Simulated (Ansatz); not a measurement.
**WNCl3 (WNCl₃): an energy map over bond length W1–Cl3 and angle Cl3–W1–N2**

How does the energy of WNCl3 (Cl₃NW) change over two coordinates at once? A grid of runs gives the map.

Program: Ansatz 0.2.0. Level of theory: RKS PBE0-D4/def2-SVP. These are calculated values, not measurements.

**1. The starting structure**

5 atoms, charge 0, spin multiplicity 1.

Atoms are counted from 1 here; the program's logs count them from 0.

Bond lengths: W1–N2 1.677 Å, W1–Cl3 2.278 Å, W1–Cl4 2.277 Å, W1–Cl5 2.277 Å. Angles: N2–W1–Cl3 104.3°, N2–W1–Cl4 104.3°, N2–W1–Cl5 104.3°, Cl3–W1–Cl4 114.1°, Cl3–W1–Cl5 114.1°, Cl4–W1–Cl5 114.1°.

As a file:

```xyz
5
charge 0, multiplicity 1
W    -0.0001   -0.0002    0.0021
N     0.0078   -0.0137    1.6791
Cl    2.2044    0.0092   -0.5702
Cl   -1.1098    1.9134   -0.5398
Cl   -1.1022   -1.9087   -0.5712
```

This geometry comes from a loose relaxation at PBE in a small basis, which is not shown.

**3. Setting up the map**

The axes are (1) bond length W1–Cl3: 9 values from 1.993 to 2.831 Å; (2) angle Cl3–W1–N2: 9 values from 69.4 to 139.4 °.

Nothing else is relaxed (all other coordinates rigid). Energies count from the relaxed molecule at the same level. Points are written as (first, second).

(The set-up runs are not shown.)

**4. Point (2.831 Å, 95.6°)**

Contents of input.yaml:

```yaml
crystal:
  periodic: [false, false, false]
  atoms:
    - { symbol: W, position_ang: [0.000103, -6.0e-05, 0.007351] }
    - { symbol: "N", position_ang: [0.007468, -0.013604, 1.659114] }
    - { symbol: Cl, position_ang: [2.816326, 0.008, -0.281409] }
    - { symbol: Cl, position_ang: [-1.103213, 1.901837, -0.534998] }
    - { symbol: Cl, position_ang: [-1.095527, -1.89723, -0.566235] }
basis:
  gaussian: { orbitals: def2-SVP }
hamiltonian:
  xc: pbe0
  dispersion: d4
output:
  forces: true
```

Launch:

```
ansatz run input.yaml --threads 1 --pin off --max-ram 2560MiB --backend cpu --events-out ev --progress --plain --runs-dir out
```

Further runs follow: the other points that were computed.

**Question.** What will these runs give? Wanted: lowest point; highest computed point; largest force on an atom.

**Answer**, as computed:

```
                       quantity                                                                          value
                   lowest point                                                  (2.307 Å, 104.4°), 1.5 kJ/mol
         highest computed point                                  (1.993 Å, 69.4°), 372 kJ/mol above the lowest
largest force on an atom (eV/Å)  0.7 at (2.307 Å, 104.4°) to 14.9 at (1.993 Å, 69.4°); 0.7 at the lowest point
        time for the whole task                                                 8 min on 1 thread, shared host
```

The lowest computed point is at (2.307 Å, 104.4°), 1.5 kJ/mol from the relaxed molecule at the same level. The grid is coarse, so the lowest point of the scanned range may lie between grid points; coordinates that were held can hide deeper minima. No other kind of well shows on this grid. The highest computed point, (1.993 Å, 69.4°), lies 372 kJ/mol above the lowest. Round the minimum the two coordinates are nearly uncoupled.
